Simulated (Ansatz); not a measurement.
# ZrH2: the cost of one run

Program: the Python package of Ansatz 0.2.0. Level of theory: DFT LDA, plane waves, norm-conserving potentials. These are calculated values, not measurements.

**1. Starting point**

Symmetry: Fm-3m, No. 225, cubic system. The conventional cell has a = 4.818 Å, b = 4.818 Å, c = 4.818 Å, α = 90.00°, β = 90.00°, γ = 90.00°. Zr (site symmetry m-3m) has 8 H at 2.09 Å as nearest neighbours. H (site symmetry -43m) has 4 Zr at 2.09 Å as nearest neighbours.

The script holds or builds the structure itself.

**2. Script**

compress_zrh2.py reads:

```python
# -*- coding: utf-8 -*-
"""Cell of ZrH2 under pressure."""

import ansatz
import numpy as np
import pandas as pd

def edges_and_angles(cell):
    cell = np.asarray(cell)
    a, b, c = np.linalg.norm(cell, axis=1)
    cosines = cell[1] @ cell[2] / (b * c), cell[0] @ cell[2] / (a * c), cell[0] @ cell[1] / (a * b)
    return (a, b, c, *np.degrees(np.arccos(cosines)))


def main():
    xtal = (
        ansatz.Lattice.from_parameters(3.407159, 3.407159, 3.407159, alpha=60.0, beta=60.0, gamma=60.0)
        .atom("Zr", (0.0, 0.0, 0.0))
        .atom("H", (0.75, 0.75, 0.75))
        .atom("H", (0.25, 0.25, 0.25))
    )

    calculation = (
        xtal.calculation()
        .functional(ansatz.Functional.LDA)
        .pseudopotentials("nc")
        .accuracy("low")
        .kpoints(5, 5, 5)
        .occupations("Gaussian", width=20 * ansatz.meV)
        .scf(tolerance=1e-05, lower_state_search="standard")
    )

    # H = F + PV, with 1 GPa A^3 = 1/160.21766 eV
    rows = []
    for pressure in [0, 10, 20, 30, 40]:
        result = calculation.relax(cell=True, pressure=pressure).run(threads=1, pin="off")
        cell = result.lattice.cell_ang
        n_atoms = len(result.lattice.sites)
        volume = abs(np.linalg.det(cell)) / n_atoms
        enthalpy = result.report["free_energy_ev"] / n_atoms + pressure * volume / 160.21766
        rows.append((pressure, volume, enthalpy, *edges_and_angles(cell)))
        print(f"{pressure} GPa done: {volume:.4f} A^3/atom")

    table = pd.DataFrame(rows, columns=["P_GPa", "V_A3_atom", "H_eV_atom", "a", "b", "c", "alpha", "beta", "gamma"])
    print(table.round(4).to_string(index=False))
    p, v = np.array([row[0] for row in rows], float), np.array([row[1] for row in rows])
    print("mean bulk modulus between rows (GPa):", np.round(-np.diff(p) / np.diff(np.log(v)), 1))


if __name__ == "__main__":
    main()
```

**3. The input behind the calls**

The package turns the script's settings into the engine's input (first run):

```yaml
crystal:
  lattice:
    a: 3.407159
    b: 3.407159
    c: 3.407159
    alpha: 60.0
    beta: 60.0
    gamma: 60.0
  atoms:
    - { symbol: Zr, position: [0.0, 0.0, 0.0] }
    - { symbol: H, position: [0.75, 0.75, 0.75] }
    - { symbol: H, position: [0.25, 0.25, 0.25] }
accuracy: low
kpoints:
  mp_grid:
    grid: [5, 5, 5]
hamiltonian:
  xc: lda
  pseudopotentials:
    kind: nc
scf:
  convergence:
    dr2_threshold: 1.0e-05
  lower_state_search: standard
  occupations:
    method: gaussian
    width: 0.02
relax:
  cell:
    p_target: 0.0
```

**4. Launch**

Launch:

```
> python compress_zrh2.py
```

Q: Estimate wall time and peak memory on 1 thread of Arm Neoverse V2, shared host.

About 19 s, with a peak of 0.37 GiB.
